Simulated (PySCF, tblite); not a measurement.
**C5H10ClNSi2: geometry, infrared bands and NMR shifts**

Wanted: the infrared bands and NMR shifts of C5H10ClNSi2 (`N#C[C@@H]1[C@@H](Cl)C[C@H]1[SiH2][SiH3]`), by calculation.

The runs use tblite 0.8.0 and PySCF 2.14.0, with density-fitted response routines of our own; the level of theory stands in each step. All values are computed, except where a source is named. Atoms count from 0, in the outputs and in this text.

## (1) The starting structure

19 atoms, charge 0, multiplicity 1; geometry from: force field or distance geometry start.

Bonds of the start (Å): N0–C1 1.17, C1–C2 1.44, C2–C3 1.53, C3–Cl4 1.76, C3–C5 1.53, C5–C6 1.50, C6–Si7 1.84, Si7–Si8 2.25, C6–C2 1.53, C2–H9 1.12, C3–H10 1.12, C5–H11 1.10, C5–H12 1.10, C6–H13 1.13, Si7–H14 1.47, Si7–H15 1.48, Si8–H16 1.47, Si8–H17 1.48, Si8–H18 1.47.

## (2) Optimising the geometry with GFN2-xTB

What the job is given:

```
{"job": {"kind": "relax", "xc": "GFN2-xTB", "basis": "xTB"}, "charge": 0, "multiplicity": 1}
N     -0.745900    -2.167500     2.481200
C     -0.981300    -1.312200     1.719100
C     -1.262000    -0.243200     0.801500
C     -2.116500    -0.612300    -0.412700
Cl    -3.824100    -0.213800    -0.284900
C     -1.276500     0.412700    -1.167600
C     -0.167200    -0.004500    -0.247200
Si     1.137200     1.215300     0.188700
Si     3.018100     0.027200     0.550400
H     -1.612700     0.684200     1.313600
H     -1.889900    -1.671500    -0.686300
H     -1.140700     0.205600    -2.235700
H     -1.727400     1.403000    -1.003100
H      0.293000    -0.992300    -0.535900
H      1.309400     2.202000    -0.893700
H      0.827100     1.862300     1.479800
H      4.129800     0.906600     0.924300
H      2.685400    -0.876600     1.674700
H      3.334600    -0.815800    -0.613200
```

The run is started by

```console
OMP_NUM_THREADS=1 python probes_run.py task.json out
```

One launch serves the whole session: the jobs run in the order shown.

**Question.** This job is followed by: GFN2-xTB harmonic vibrations, gas phase; GIAO PBE0/pcSseg-1 NMR shielding, non-relativistic, gas phase. What will the session give for the following? strongest single infrared mode (GFN2-xTB); zero-point energy (GFN2-xTB); 13C shifts against TMS (PBE0/pcSseg-1); 1H shifts against TMS (PBE0/pcSseg-1, means over atoms taken as alike); 15N shifts against NH3 (PBE0/pcSseg-1); 35Cl shifts against HCl (PBE0/pcSseg-1); 29Si shifts against TMS (PBE0/pcSseg-1).

**Answer**, as computed:

| quantity | value |
| --- | --- |
| strongest single infrared mode (GFN2-xTB) | 675 cm⁻¹, 653 km/mol |
| zero-point energy (GFN2-xTB) | 80.7 kcal/mol |
| 13C shifts against TMS (PBE0/pcSseg-1) | 125.5, 59.9, 39.9, 37.3, 18.6 ppm |
| 1H shifts against TMS (PBE0/pcSseg-1, means over atoms taken as alike) | 4.51, 4.10, 3.87, 3.54, 2.90, 2.55, 2.20, 1.73 ppm |
| 15N shifts against NH3 (PBE0/pcSseg-1) | 308.8 ppm |
| 35Cl shifts against HCl (PBE0/pcSseg-1) | 217 ppm |
| 29Si shifts against TMS (PBE0/pcSseg-1) | -60.5, -123.6 ppm |

What this shows: Over 143 steps the energy fell by 0.706 eV; of the close pairs, C6–Si7 changed most, 1.838 to 1.910 Å. All 51 modes are real, so the xTB geometry is a minimum. The strongest single mode, at 675 cm⁻¹, is carried by H15, H14, Si7. GFN2-xTB is a fitted tight-binding method: band positions and strengths are rough. Its intensities can rank the bands wrongly. C1 (nitrile carbon) lies farthest downfield among carbon, at 125.5 ppm; this is the usual window of a C≡N carbon, which has no attached hydrogen. The most deshielded hydrogen is H10 (hydrogen on an sp3 CH bonded to Cl), at 4.51 ppm: its carbon carries Cl, hence the downfield position. At PBE0/pcSseg-1: Shielding is most anisotropic at Cl4 (span 492 ppm, paramagnetic term -413 ppm).
